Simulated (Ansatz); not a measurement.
# Cs2HgPdCl6: the cost of one run

Program: Ansatz 0.2.0. Level of theory: reference: DFT r2SCAN, plane waves, PAW, scalar-relativistic, no spin polarisation. These are calculated values, not measurements.

## (1) The structure to begin with

Symmetry: I4/mmm, No. 139, tetragonal system. Conventional cell: a = 7.419 Å, b = 7.419 Å, c = 10.855 Å, α = 90.00°, β = 90.00°, γ = 90.00°. Around Pd (site symmetry 4/mmm) lie 4 Cl at 2.29 Å. Hg (site symmetry 4/mmm) has 2 Cl at 2.30 Å as nearest neighbours. Cl (site symmetry 4mm) has 1 Hg at 2.30 Å as nearest neighbours. Cs (site symmetry -4m2) is surrounded by 12 Cl at 3.73 to 3.79 Å. Around Cl (site symmetry m2m) lie 1 Pd at 2.29 Å.

Structure file:

```cif
data_structure
_symmetry_space_group_name_H-M 'I4/mmm'
_symmetry_Int_Tables_number 139
_cell_length_a 7.4192
_cell_length_b 7.4192
_cell_length_c 10.8552
_cell_angle_alpha 90.000
_cell_angle_beta 90.000
_cell_angle_gamma 90.000
_cell_volume 597.51
loop_
_atom_site_label
_atom_site_type_symbol
_atom_site_symmetry_multiplicity
_atom_site_Wyckoff_symbol
_atom_site_fract_x
_atom_site_fract_y
_atom_site_fract_z
_atom_site_occupancy
Pd1 Pd 2 a 0.00000 0.00000 0.00000 1
Hg1 Hg 2 b 0.50000 0.50000 0.00000 1
Cl1 Cl 4 e 0.50000 0.50000 0.78800 1
Cs1 Cs 4 d 0.50000 0.00000 0.75000 1
Cl2 Cl 8 h 0.21800 0.21800 0.00000 1
```

## (2) Reference

input.yaml reads:

```yaml
crystal:
  lattice:
    - [0.0, 7.419152, 0.0]
    - [7.419152, 0.0, 0.0]
    - [3.709576, 3.709576, -5.427601]
  atoms:
    - { symbol: Pd, position: [0.0, 0.0, 0.0] }
    - { symbol: Hg, position: [0.5, 0.5, 0.0] }
    - { symbol: Cl, position: [0.288, 0.288, 0.424] }
    - { symbol: Cl, position: [0.712, 0.712, 0.576] }
    - { symbol: Cs, position: [0.75, 0.25, 0.5] }
    - { symbol: Cs, position: [0.25, 0.75, 0.5] }
    - { symbol: Cl, position: [0.218, 0.218, 0.0] }
    - { symbol: Cl, position: [0.218, 0.782, 0.0] }
    - { symbol: Cl, position: [0.782, 0.782, 0.0] }
    - { symbol: Cl, position: [0.782, 0.218, 0.0] }
  symmetry: { tolerance: 0.0003 }
kpoints:
  mp_grid: { grid: [4, 4, 4], shift: [0, 0, 0] }
magnetization:
  spin_polarized: false
scf:
  occupations: { method: fermi_dirac, width: 0.0192 }
hamiltonian:
  pseudopotentials: { kind: paw }
  xc: r2scan
basis:
  ecutwfc: 500
output:
  forces: true
  stress: true
  eigenvalues: true
```

Launch:

```bash
> ansatz run input.yaml --threads 1 --pin off --max-ram 2560MiB --backend cpu --events-out ev --progress --plain --runs-dir out
```

**Question.** How long does this run take on 1 thread of Intel Xeon 6975P-C (Granite Rapids), shared host, and how much memory does it need?

About 24 s, with a peak of 1.6 GiB.
